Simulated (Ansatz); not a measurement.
# ClH₂OSn−: single points off equilibrium

One table from this session's results is given with a row withheld; the runs are named, their logs left out.

Method: single points in def2-TZVPPD; program: Ansatz 0.2.0, Gaussian basis.

Cores are frozen in the correlated methods. Filled d shells of the heavier atoms are correlated. Core potentials replace the inner electrons past krypton, and spin-orbit coupling is left out.

## The starting structure

SMILES `[O-][SnH2][Cl]`, 5 atoms, charge -1, spin multiplicity 1.

Atoms are counted from 1 here; the program's logs count them from 0.

Bond lengths: O1–Sn2 1.870 Å, Sn2–Cl3 2.241 Å, Sn2–H4 1.395 Å. Angles: O1–Sn2–Cl3 113.9°, O1–Sn2–H4 117.4°, Cl3–Sn2–H4 112.3°.

As a file:

```xyz
5

O    -0.3845   -0.5161    1.7701
Sn    0.0260   -0.2375   -0.0325
Cl   -1.2971    1.2631   -1.0428
H     0.2451   -1.3666   -0.8227
H     1.7179    0.4970   -0.1919
```

The first run:

Contents of run/in.yaml:

```yaml
crystal:
  periodic: [false, false, false]
  atoms:
    - {symbol: O, position_ang: [-0.384500, -0.516100, 1.770100]}
    - {symbol: Sn, position_ang: [0.026000, -0.237500, -0.032500]}
    - {symbol: Cl, position_ang: [-1.297100, 1.263100, -1.042800]}
    - {symbol: H, position_ang: [0.245100, -1.366600, -0.822700]}
    - {symbol: H, position_ang: [1.717900, 0.497000, -0.191900]}
basis:
  gaussian: {orbitals: "def2-TZVPPD.json"}
total_charge: -1
correlation: {method: ccsd_t}
output: {forces: true}
```

The basis file named in the input lies beside it (Basis Set Exchange, JSON).

No record of the launch command was kept for these runs.

Among the steps run: CCSD(T)/def2-TZVPPD; PBE0-D4/def2-TZVPPD; wB97M-V/def2-TZVPPD; r2SCAN-D4/def2-TZVPPD; PBE-D4/def2-TZVPPD; revPBE-D4/def2-TZVPPD; B97M-V/def2-TZVPPD.

One of the session's tables, all rows but one given; the rest of the session is left out.

| method | RMS force component (eV/Å) | angle to CCSD(T) forces (°) |
| --- | --- | --- |
| CCSD(T) | 3.213 | reference |
| PBE0-D4 | ? | ? |
| wB97M-V | 3.256 | 1.8 |
| r2SCAN-D4 | 3.231 | 1.7 |
| PBE-D4 | 3.215 | 3.4 |
| revPBE-D4 | 3.227 | 4.1 |
| B97M-V | 3.307 | 3.3 |

Q: Estimate the row for PBE0-D4 from the others.

The run gave: RMS force component (eV/Å): 3.270; angle to CCSD(T) forces (°): 2.5. In the column «RMS force component (eV/Å)» it lies between wB97M-V (3.256) and B97M-V (3.307).
